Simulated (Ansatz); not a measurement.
# H6MoN4: the cost of one run

The runs use Ansatz 0.2.0, Gaussian basis; the settings change from run to run.

### Step 1. The molecule

An earlier PBE0-D4 in a triple-zeta def2 set relaxation fixed the geometry. Mo takes a core potential in def2 sets; no spin-orbit term is included.

SMILES `[NH]=[Mo](=[NH])([NH2])[NH2]`, 11 atoms, charge 0, spin multiplicity 1.

Atoms are counted from 1 here; the program's logs count them from 0.

Bond lengths: N1–Mo2 1.733 Å, N1–H6 1.010 Å, Mo2–N3 1.733 Å, Mo2–N4 1.947 Å, Mo2–N5 1.947 Å, N3–H7 1.010 Å, N4–H8 1.007 Å, N4–H9 1.007 Å, N5–H10 1.007 Å, N5–H11 1.007 Å. Angles: Mo2–N1–H6 155.5°, N1–Mo2–N3 115.6°, N1–Mo2–N4 107.2°, N1–Mo2–N5 107.2°, N3–Mo2–N4 107.2°, N3–Mo2–N5 107.2°, N4–Mo2–N5 112.5°, Mo2–N3–H7 155.5°, Mo2–N4–H8 123.5°, Mo2–N4–H9 123.5°, H8–N4–H9 111.7°, Mo2–N5–H10 123.5°, Mo2–N5–H11 123.5°, H10–N5–H11 111.7°.

Geometry (Å):

```
N    -0.6958    1.6543    0.3530
Mo    0.0819    0.1266    0.1004
N     1.6322   -0.0591    0.8515
N    -1.0850   -1.2437    0.8425
N     0.3428   -0.0764   -1.8181
H    -0.7833    2.5923    0.7174
H     2.4264    0.2304    1.4047
H    -0.7454   -2.0784    1.2922
H    -2.0686   -1.1049    1.0090
H     1.1417   -0.5358   -2.2244
H    -0.1815    0.4378   -2.5074
```

### Step 2. RPA/def2-TZVPD

Options: unrestricted orbitals, correlated electrons set to all, high accuracy.

The input, in.yaml:

```yaml
crystal:
  periodic: [false, false, false]
  atoms:
    - {symbol: N, position_ang: [-0.695758, 1.654283, 0.352966]}
    - {symbol: Mo, position_ang: [0.081857, 0.126586, 0.100368]}
    - {symbol: N, position_ang: [1.632237, -0.059119, 0.851530]}
    - {symbol: N, position_ang: [-1.085035, -1.243687, 0.842500]}
    - {symbol: N, position_ang: [0.342789, -0.076409, -1.818147]}
    - {symbol: H, position_ang: [-0.783311, 2.592333, 0.717350]}
    - {symbol: H, position_ang: [2.426353, 0.230380, 1.404666]}
    - {symbol: H, position_ang: [-0.745357, -2.078429, 1.292202]}
    - {symbol: H, position_ang: [-2.068612, -1.104915, 1.009003]}
    - {symbol: H, position_ang: [1.141724, -0.535827, -2.224398]}
    - {symbol: H, position_ang: [-0.181487, 0.437802, -2.507440]}
basis:
  gaussian: {orbitals: def2-TZVPD}
magnetization: {spin_polarized: true, initial_magnetization: 0}
hamiltonian: {xc: {name: HF}}
correlation: {method: rpa, electrons: all}
accuracy: high
```

Command:

```
$ ansatz run in.yaml --threads 4 --pin off --events-out ev --progress --plain --max-ram 10444MiB
```

Q: Estimate wall time and peak memory on 4 threads of Intel Xeon Platinum 8488C, shared host.

About 44 s, with a peak of 2.4 GiB.
